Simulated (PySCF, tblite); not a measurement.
# C6H7BO2− (doublet): geometry, infrared bands and EPR parameters

What infrared bands and EPR parameters should C6H7BO2− (doublet) (`OB(O)[C-]1[CH][C@@H]2[C@@H]3[C@H]1[C@H]23`) show?

The runs use tblite 0.8.0 and PySCF 2.14.0, with density-fitted response routines of our own; the level of theory stands in each step. All values are computed, except where a source is named. Atoms count from 0, in the outputs and in this text.

## 1. Starting geometry

16 atoms, charge -1, multiplicity 2; geometry from: force field or distance geometry start.

Bonds of the start (Å): O0–B1 1.46, B1–O2 1.47, B1–C3 1.60, C3–C4 1.53, C4–C5 1.48, C5–C6 1.54, C6–C7 1.52, C7–C8 1.55, C7–C3 1.46, C8–C5 1.52, C8–C6 1.43, O0–H9 0.99, O2–H10 0.97, C4–H11 1.11, C5–H12 1.08, C6–H13 1.02, C7–H14 1.09, C8–H15 1.01.

## 2. Optimising the geometry with GFN2-xTB

The job: settings as JSON, then the geometry in Å.

```
{"job": {"kind": "relax", "xc": "GFN2-xTB", "basis": "xTB"}, "charge": -1, "multiplicity": 2}
O     -1.834500    -0.387300    -0.924700
B     -1.458100    -0.759800     0.437900
O     -2.559700    -0.809300     1.410900
C     -0.120300    -0.081700     0.997400
C      1.063200    -1.015200     0.719100
C      1.604200    -0.412700    -0.525600
C      1.541700     1.115200    -0.343600
C      0.125100     1.126800     0.212800
C      0.536600     0.486100    -1.135000
H     -2.720000    -0.755300    -1.175400
H     -2.188500    -1.116300     2.257000
H      1.760800    -0.946000     1.577500
H      2.373300    -0.847100    -1.141200
H      2.248600     1.845200    -0.453600
H     -0.520600     2.001200     0.139600
H      0.140700     0.565100    -2.064800
```

The run is started by

```
$ OMP_NUM_THREADS=1 python probes_run.py task.json out
```

This one command runs all jobs of the session in turn.

**Question.** This job is followed by: GFN2-xTB harmonic vibrations, gas phase; UKS B3LYP, pcH-1 on B C H O, non-relativistic, mean-field spin-orbit, GIAO. What will the session give for the following? strongest single infrared mode (GFN2-xTB); zero-point energy (GFN2-xTB); g(iso) (B3LYP); ⟨S²⟩; largest a(iso) (averaged by class).

As calculated:

```
                                 quantity                  value
strongest single infrared mode (GFN2-xTB)  3039 cm⁻¹, 284 km/mol
             zero-point energy (GFN2-xTB)          71.9 kcal/mol
                           g(iso) (B3LYP)                2.00286
                                     ⟨S²⟩     0.754 (exact 0.75)
       largest a(iso) (averaged by class)    13C on C4, 57.5 MHz
```

In words: The optimisation took 84 steps and gained 3.365 eV; among the close pairs (by a distance rule), B1–C3 changed most, from 1.601 to 1.480 Å. All 42 modes are real, so the xTB geometry is a minimum. The strongest single mode, at 3039 cm⁻¹, moves mainly H11. Unscaled tight-binding wavenumbers are off by several per cent, some by more. Its intensities can rank the bands wrongly. The largest share of the spin, 0.57 e, sits on C4. The isotropic g lies 0.5 ppt above the free-electron value.
